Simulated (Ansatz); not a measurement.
# BCl2H5NP: the cost of one run

All numbers below are computed with Ansatz 0.2.0 (RKS PBE0-D4/def2-SVP).

1 further run of the same task is left out (it didn't finish).

**1. The system as given**

Bond lengths: B1–Cl2 2.210 Å, B1–Cl3 1.860 Å, B1–N4 1.550 Å, N4–H5 1.060 Å, N4–H6 1.060 Å, B1–P7 2.210 Å, P7–H8 1.420 Å, P7–H9 1.420 Å, Cl2–H10 1.342 Å, P7–H10 1.396 Å. Angles (14 of 17 angles, heavy atoms first): Cl2–B1–Cl3 120.0°, Cl2–B1–N4 120.0°, Cl2–B1–P7 71.6°, Cl3–B1–N4 120.0°, Cl3–B1–P7 96.8°, N4–B1–P7 101.3°, B1–Cl2–H10 73.8°, B1–N4–H5 120.0°, B1–N4–H6 120.0°, B1–P7–H8 109.5°, B1–P7–H9 109.5°, B1–P7–H10 73.0°, Cl2–H10–P7 141.6°, H5–N4–H6 120.0°.

Structure file:

```xyz
10

B     0.0000    0.0000    0.0000
Cl    0.0000    0.0000    2.2100
Cl    1.6108    0.0000   -0.9300
N    -1.3423    0.0000   -0.7750
H    -2.0112   -0.8164   -0.6764
H    -1.5914    0.8164   -1.4036
P     0.0991    2.0949    0.6969
H     0.6595    2.1347    2.0010
H     0.9104    2.8515   -0.1895
H     0.0608    1.2870    1.8353
```

**2. Pulling towards end A**

Springs on the bonds that form and break draw the guess towards this end; the thresholds are loose.

File input.yaml:

```yaml
crystal:
  periodic: [false, false, false]
  atoms:
    - { symbol: B, position_ang: [0.0, 0.0, 0.0] }
    - { symbol: Cl, position_ang: [0.0, 0.0, 2.21] }
    - { symbol: Cl, position_ang: [1.6108, 0.0, -0.93] }
    - { symbol: "N", position_ang: [-1.3423, 0.0, -0.775] }
    - { symbol: H, position_ang: [-2.0112, -0.8164, -0.6764] }
    - { symbol: H, position_ang: [-1.5914, 0.8164, -1.4036] }
    - { symbol: P, position_ang: [0.0991, 2.0949, 0.6969] }
    - { symbol: H, position_ang: [0.6595, 2.1347, 2.001] }
    - { symbol: H, position_ang: [0.9104, 2.8515, -0.1895] }
    - { symbol: H, position_ang: [0.0608, 1.287, 1.8353] }
basis:
  gaussian: { orbitals: def2-SVP }
hamiltonian:
  xc: pbe0
  dispersion: d4
relax:
  f_tol: 0.15
  max_steps: 25
  restrain:
    - { distance: [0, 6], at: 3.11, k: 30.0 }
    - { distance: [9, 1], at: 2.57, k: 30.0 }
    - { distance: [0, 1], at: 1.86, k: 30.0 }
    - { distance: [9, 6], at: 1.42, k: 30.0 }
```

Launch:

```
ansatz run input.yaml --threads 2 --pin off --max-ram 3072MiB --backend cpu --events-out ev --progress --plain --runs-dir out
```

Q: Estimate wall time and peak memory on 2 threads of Arm Neoverse V2, shared host.

About 44 s, with a peak of 0.25 GiB.
